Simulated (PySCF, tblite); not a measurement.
# C₂H₈O₃Si₂: geometry, infrared bands and NMR shifts

What infrared bands and NMR shifts should C₂H₈O₃Si₂ (`COC(=O)[SiH2]O[SiH3]`) show?

Programs: tblite 0.8.0 and PySCF 2.14.0, with density-fitted response routines of our own. Each step states its level of theory. These are calculated values for one molecule in the gas phase, unless marked as measured. Atoms are numbered from 0 throughout.

**1. The molecule as given**

15 atoms, charge 0, multiplicity 1; geometry from: force field or distance geometry start.

Bonds of the start (Å): C0–O1 1.41, O1–C2 1.40, C2–O3 1.26, C2–Si4 1.83, Si4–O5 1.72, O5–Si6 1.71, C0–H7 1.14, C0–H8 1.10, C0–H9 1.11, Si4–H10 1.48, Si4–H11 1.46, Si6–H12 1.47, Si6–H13 1.46, Si6–H14 1.48.

**2. Optimising the geometry with GFN2-xTB**

What the job is given:

```
{"job": {"kind": "relax", "xc": "GFN2-xTB", "basis": "xTB"}, "charge": 0, "multiplicity": 1}
C     -2.925400    -0.412600     0.165200
O     -1.815600     0.425400    -0.064900
C     -0.571000    -0.046000    -0.500500
O     -0.425100    -1.268200    -0.745800
Si     0.764900     1.190200    -0.725800
O      1.882000     1.181300     0.580700
Si     2.614300    -0.357300     0.751800
H     -3.313200    -0.176000     1.206000
H     -2.613800    -1.470000     0.103900
H     -3.775200    -0.238500    -0.521200
H      1.497900     0.967100    -1.989400
H      0.155000     2.516300    -0.845100
H      4.072000    -0.159100     0.766000
H      2.194500    -1.281100    -0.298000
H      2.254400    -0.863600     2.095200
```

Started as:

```console
$ OMP_NUM_THREADS=1 python probes_run.py task.json out
```

The driver reads the jobs from task.json and runs them one after another.

**Question.** This job is followed by: GFN2-xTB harmonic vibrations, gas phase; GIAO PBE0/pcSseg-1 NMR shielding, non-relativistic, gas phase. Predict these results of the whole session: strongest single infrared mode (GFN2-xTB); zero-point energy (GFN2-xTB); 13C shifts against TMS (PBE0/pcSseg-1); 1H shifts against TMS (PBE0/pcSseg-1, means over atoms taken as alike); 17O shifts against H2O (PBE0/pcSseg-1); 29Si shifts against TMS (PBE0/pcSseg-1).

**Answer**, as computed:

| quantity | value |
| --- | --- |
| strongest single infrared mode (GFN2-xTB) | 2290 cm⁻¹, 651 km/mol |
| zero-point energy (GFN2-xTB) | 59.3 kcal/mol |
| 13C shifts against TMS (PBE0/pcSseg-1) | 190.3, 51.0 ppm |
| 1H shifts against TMS (PBE0/pcSseg-1, means over atoms taken as alike) | 5.20, 5.00, 4.05 ppm |
| 17O shifts against H2O (PBE0/pcSseg-1) | 502.3, 211.9, 0.0 ppm |
| 29Si shifts against TMS (PBE0/pcSseg-1) | -36.8, -53.5 ppm |

What this shows: Over 170 steps the energy fell by 1.001 eV; of the close pairs, Si4–O5 changed most, 1.719 to 1.608 Å. The lowest mode is imaginary (24i cm⁻¹), so the xTB geometry is not a minimum. The strongest single mode, at 2290 cm⁻¹, moves mainly H13. GFN2-xTB is a fitted tight-binding method: band positions and strengths are rough. Its intensities can rank the bands wrongly. At PBE0/pcSseg-1: The widest tensor belongs to O3: span 857 ppm, with a paramagnetic part of -571 ppm.
